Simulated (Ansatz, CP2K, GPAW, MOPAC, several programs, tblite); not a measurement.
PtS₂ (CdI2 type) from semi-empirical methods to plane-wave DFT

PtS₂ built on the CdI2 prototype, relaxed with r2SCAN+rVV10 in Ansatz, was computed with several methods. Space group P-3m1 (No. 164), trigonal; a = 3.553 Å, c = 5.123 Å in the conventional setting, 18.66 Å³ an atom. Around Pt lie 6 S at 2.39 Å; around S lie 3 Pt at 2.39 Å. (Simulation; spin polarisation is off.)

Space group P-3m1 (No. 164). a = 3.553 Å, b = 3.553 Å, c = 5.123 Å, α = 90.00°, β = 90.00°, γ = 120.00°

| atom | site | symmetry | x | y | z |
| --- | --- | --- | --- | --- | --- |
| Pt | 1a | -3m. | 0.0000 | 0.0000 | 0.0000 |
| S | 2d | 3m. | 0.3333 | 0.6667 | 0.2393 |

Gaps and times are for a single point on this cell; volume and bulk modulus come from each method's own relaxation or energy curve at fixed shape, which is too stiff where a cell has free coordinates or axes. Times are rough, from shared hosts (Intel Xeon 6975P-C), and each method has its own mesh and cell size. A double dagger marks a value from a curve with shape and coordinates held. PM6 (MOPAC), PM7 (MOPAC), GFN1-xTB (tblite), GFN2-xTB (tblite) treat a cluster of cells at its zone centre, which samples few k points: where these miss a band edge, the gap comes out too large for that reason alone. Gaps from k meshes are read at a limited set of points (mesh, symmetry points, PBE's band edges), so each method's own least gap may be somewhat smaller. xTB and the PM methods were fitted mostly to molecules, and can miss a solid's gap by electronvolts. Minimal bases can be far off for gaps. Curves at held shape can't give the bulk modulus of a layered or molecular crystal, so none is listed. GLLB-SC's gap includes the derivative discontinuity. d marks a direct gap, i an indirect one (no mark: not told apart), a dash a value that wasn't computed or didn't pass its checks.

```
                              method              kind  gap (eV)  own volume (Å³/atom)  bulk modulus (GPa)  atoms computed  processor time
light PBE (260 eV and a coarse mesh)  light plane-wave    0.59 i                     –                   –               3          0.74 s
                   GFN1-xTB (tblite)     tight binding      1.01                19.20‡                   –              54           3.1 s
                                 PBE         semilocal    0.62 i                     –                   –               3           3.8 s
                   GFN2-xTB (tblite)     tight binding      0.71                19.88‡                   –              54           5.7 s
                      PBE/SZV (CP2K)       small basis    0.64 i                     –                   –               3             6 s
                              r2SCAN         semilocal    0.79 i                     –                   –               3           8.5 s
                     PBE/DZVP (CP2K)       small basis    0.61 i                19.16‡                   –               3            14 s
                      GLLB-SC (GPAW)   model potential      0.90                     –                   –               3            17 s
              PBE/single zeta (GPAW)       small basis    0.59 i                     –                   –               3            23 s
                         PM7 (MOPAC)    semi-empirical      5.55                     –                   –              54            48 s
                         PM6 (MOPAC)    semi-empirical      4.55                     –                   –              54            48 s
```

Against r2SCAN (0.79 eV) and with closed or daggered gaps left aside, the nearest gap at the points sampled is that of GFN2-xTB (tblite) (-0.08 eV) and the farthest that of PM7 (MOPAC) (+4.76 eV). r2SCAN is only a yardstick of convenience: semilocal gaps usually lie below measured ones, which GLLB-SC and hybrids aim to mend.

No spin-orbit coupling is included; it can move band edges with weight on the heavy atoms by tenths of an eV.
